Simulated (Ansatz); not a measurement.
# C2H6SiZn: one species, many methods

How much do the methods differ for C2H6SiZn? The plan is to run it at one geometry with functionals of several rungs and with coupled cluster. The yardstick is the atomisation energy at the CCSD(T) limit.

The runs use Ansatz 0.2.0, Gaussian basis; functionals in def2-TZVPP, the program's frozen cores in correlated methods.

Levels to be run: PBE-D4, r2SCAN-D4, PBE0-D4, B3LYP-D4, ωB97X-V, ωB97M-V, B2PLYP; CCSD(T)/def2-TZVPP; MP2/def2-QZVPP; extrapolation to the limit.

## (1) The geometry

An earlier PBE0-D4 in a triple-zeta def2 set relaxation fixed the geometry.

SMILES `C[CH]1[SiH2][Zn]1`, 10 atoms, charge 0, spin multiplicity 1.

Atoms are counted from 1 here; the program's logs count them from 0.

Bond lengths: C1–C2 1.504 Å, C1–H5 1.100 Å, C1–H6 1.092 Å, C1–H7 1.095 Å, C2–Si3 1.944 Å, C2–Zn4 2.028 Å, C2–H8 1.102 Å, Si3–Zn4 2.331 Å, Si3–H9 1.502 Å, Si3–H10 1.496 Å. Angles: C2–C1–H5 111.5°, C2–C1–H6 111.7°, C2–C1–H7 111.7°, H5–C1–H6 107.3°, H5–C1–H7 106.7°, H6–C1–H7 107.7°, C1–C2–Si3 119.8°, C1–C2–Zn4 145.7°, C1–C2–H8 111.1°, Si3–C2–Zn4 71.8°, Si3–C2–H8 107.5°, Zn4–C2–H8 93.1°, C2–Si3–Zn4 55.8°, C2–Si3–H9 119.0°, C2–Si3–H10 107.9°, Zn4–Si3–H9 152.5°, Zn4–Si3–H10 101.8°, H9–Si3–H10 105.1° and more.

Coordinates:

```
C    -0.9056    0.9763   -0.1911
C    -0.4333   -0.4514   -0.2021
Si    1.3620   -0.8791    0.4083
Zn    0.2755   -1.9728   -1.3397
H    -0.9044    1.3928    0.8271
H    -0.2692    1.6177   -0.8041
H    -1.9298    1.0671   -0.5675
H    -1.1331   -1.1058    0.3424
H     1.7009   -0.6957    1.8601
H     2.3202   -0.0003   -0.3306
```

## (2) PBE-D4 (GGA)

Contents of in.yaml:

```yaml
crystal:
  periodic: [false, false, false]
  atoms:
    - {symbol: C, position_ang: [-0.905606, 0.976301, -0.191088]}
    - {symbol: C, position_ang: [-0.433276, -0.451428, -0.202112]}
    - {symbol: Si, position_ang: [1.361965, -0.879133, 0.408350]}
    - {symbol: Zn, position_ang: [0.275540, -1.972835, -1.339745]}
    - {symbol: H, position_ang: [-0.904419, 1.392824, 0.827137]}
    - {symbol: H, position_ang: [-0.269190, 1.617746, -0.804063]}
    - {symbol: H, position_ang: [-1.929792, 1.067122, -0.567478]}
    - {symbol: H, position_ang: [-1.133133, -1.105823, 0.342376]}
    - {symbol: H, position_ang: [1.700866, -0.695712, 1.860107]}
    - {symbol: H, position_ang: [2.320245, -0.000262, -0.330584]}
basis:
  gaussian: {orbitals: def2-TZVPP}
hamiltonian: {xc: pbe, dispersion: d4}
output: {forces: true, orbitals: {seedname: orbitals}}
```

The run is started by

```bash
$ ansatz run in.yaml --threads 4 --pin off --events-out ev --progress --plain --max-ram 10444MiB
```

The runs that follow: r2SCAN-D4 (meta-GGA); PBE0-D4 (hybrid); B3LYP-D4 (hybrid); ωB97X-V (range-separated); ωB97M-V (range-separated); B2PLYP (double hybrid); CCSD(T) in def2-TZVPP; MP2 in def2-QZVPP.

Q: Predict the results of all the runs planned. Wanted: atomisation energy, CCSD(T)/CBS; farthest; mean size of error, hybrid; mean size of error, range-separated; gap, smallest and largest; T1 diagnostic; triples share of the correlation energy.

As calculated:

| quantity | value |
| --- | --- |
| atomisation energy, CCSD(T)/CBS | 3062.9 kJ/mol |
| functionals within 15.3 kJ/mol (0.5 %) | B3LYP-D4, ωB97X-V, ωB97M-V |
| farthest | PBE-D4 (+56.9 kJ/mol) |
| mean size of error, hybrid | 14.4 kJ/mol |
| mean size of error, range-separated | 2.5 kJ/mol |
| gap, smallest and largest | 1.08 eV (PBE-D4), 6.44 eV (ωB97X-V) |
| T1 diagnostic | 0.0190 |
| triples share of the correlation energy | 4.0 % |

What this shows: PBE-D4 is off by +56.9 kJ/mol. Double hybrids carry the basis error of their MP2 part in triple zeta, and no dispersion term here, so their miss is partly the set-up's. The reference freezes the cores and leaves out relativity and excitations past (T), so misses under about 15.3 kJ/mol can't be ranked. Hartree-Fock recovers 72 % of the binding; the rest is correlation. Orbital gaps span 1.1 to 6.4 eV; exact exchange widens them. The restricted reference is unstable towards a spin-broken one. For Zn the d shell is correlated and the shells below it are frozen.
